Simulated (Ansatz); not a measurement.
**C₂H₆AlCl₂N: one species, many methods**

The task here is to estimate one member of a computed series from the others.

Program: Ansatz 0.2.0, Gaussian basis. Level of theory: functionals in def2-TZVPP, the program's frozen cores in correlated methods. These are calculated values, not measurements.

Plan: LDA (SPW92), PBE-D4, revPBE-D4, BLYP-D4, r2SCAN-D4, B97M-V, PBE0-D4, B3LYP-D4, r2SCANh-D4, r2SCAN0-D4, HSE06-D4, BHLYP-D4, CAM-B3LYP-D4, LC-ωPBE, ωB97X-V, ωB97M-V, B2PLYP, PBE-QIDH; CCSD(T)/def2-SVP; CCSD(T)/def2-TZVPP; MP2/def2-QZVPP; extrapolation to the limit; RPA on PBE.

**The geometry**

An earlier PBE0-D4 in a triple-zeta def2 set relaxation fixed the geometry.

SMILES `C[N](C)[Al]([Cl])[Cl]`, 12 atoms, charge 0, spin multiplicity 1.

Atoms are counted from 1 here; the program's logs count them from 0.

Bond lengths: C1–N2 1.445 Å, C1–H7 1.098 Å, C1–H8 1.098 Å, C1–H9 1.092 Å, N2–C3 1.445 Å, N2–Al4 1.753 Å, C3–H10 1.098 Å, C3–H11 1.092 Å, C3–H12 1.098 Å, Al4–Cl5 2.085 Å, Al4–Cl6 2.085 Å. Angles: N2–C1–H7 111.2°, N2–C1–H8 111.2°, N2–C1–H9 111.0°, H7–C1–H8 107.4°, H7–C1–H9 107.9°, H8–C1–H9 107.9°, C1–N2–C3 112.6°, C1–N2–Al4 123.7°, C3–N2–Al4 123.7°, N2–C3–H10 111.2°, N2–C3–H11 111.0°, N2–C3–H12 111.2°, H10–C3–H11 107.9°, H10–C3–H12 107.4°, H11–C3–H12 107.9°, N2–Al4–Cl5 120.3°, N2–Al4–Cl6 120.3°, Cl5–Al4–Cl6 119.3°.

The first run:

Contents of in.yaml:

```yaml
crystal:
  periodic: [false, false, false]
  atoms:
    - {symbol: C, position_ang: [-1.295085, -0.507966, -0.300813]}
    - {symbol: N, position_ang: [0.011583, 0.025547, 0.011235]}
    - {symbol: C, position_ang: [1.058535, -0.964157, -0.106095]}
    - {symbol: Al, position_ang: [0.295477, 1.690846, 0.480937]}
    - {symbol: Cl, position_ang: [2.226425, 2.348633, 0.911674]}
    - {symbol: Cl, position_ang: [-1.294593, 3.032743, 0.614263]}
    - {symbol: H, position_ang: [-1.557614, -1.335319, 0.372194]}
    - {symbol: H, position_ang: [-1.331385, -0.895080, -1.328034]}
    - {symbol: H, position_ang: [-2.064356, 0.260381, -0.204223]}
    - {symbol: H, position_ang: [1.110862, -1.368250, -1.126066]}
    - {symbol: H, position_ang: [2.032248, -0.533685, 0.134823]}
    - {symbol: H, position_ang: [0.885002, -1.808893, 0.574105]}
basis:
  gaussian: {orbitals: def2-TZVPP}
hamiltonian: {xc: lda}
output: {orbitals: {seedname: orbitals}}
```

Started as:

```bash
$ ansatz run in.yaml --threads 4 --pin off --events-out ev --progress --plain --max-ram 11315MiB
```

Steps of the session up to this table: LDA; PBE-D4 (GGA); revPBE-D4 (GGA); BLYP-D4 (GGA); r2SCAN-D4 (meta-GGA); B97M-V (meta-GGA); B3LYP-D4 (hybrid); r2SCANh-D4 (hybrid); r2SCAN0-D4 (hybrid); HSE06-D4 (hybrid); BHLYP-D4 (hybrid); CAM-B3LYP-D4 (range-separated); LC-ωPBE (range-separated); ωB97X-V (range-separated); ωB97M-V (range-separated); B2PLYP (double hybrid); PBE-QIDH (double hybrid).

One table of the session follows, with a row left open; its other results are not shown here.

It belongs to the step «Frontier levels by functional». 

```
  functional  HOMO (eV)  gap (eV)
 LDA (SPW92)      -5.71      4.06
      PBE-D4      -5.57      4.20
   revPBE-D4      -5.51      4.29
     BLYP-D4      -5.45      4.17
   r2SCAN-D4      -5.80      4.85
      B97M-V      -5.90      4.79
     PBE0-D4      -6.84      6.32
    B3LYP-D4      -6.63      5.86
  r2SCANh-D4      -6.28      5.60
  r2SCAN0-D4      -7.01      6.73
    HSE06-D4      -6.44      5.55
    BHLYP-D4      -8.06      8.36
CAM-B3LYP-D4      -8.22      8.65
     LC-ωPBE      -9.57     11.27
     ωB97X-V          ?         ?
     ωB97M-V      -9.13     10.30
```

**Question.** Estimate the row for ωB97X-V.

As computed: HOMO (eV): -9.23; gap (eV): 10.70. In the column «HOMO (eV)» it lies between LC-ωPBE (-9.57) and ωB97M-V (-9.13).
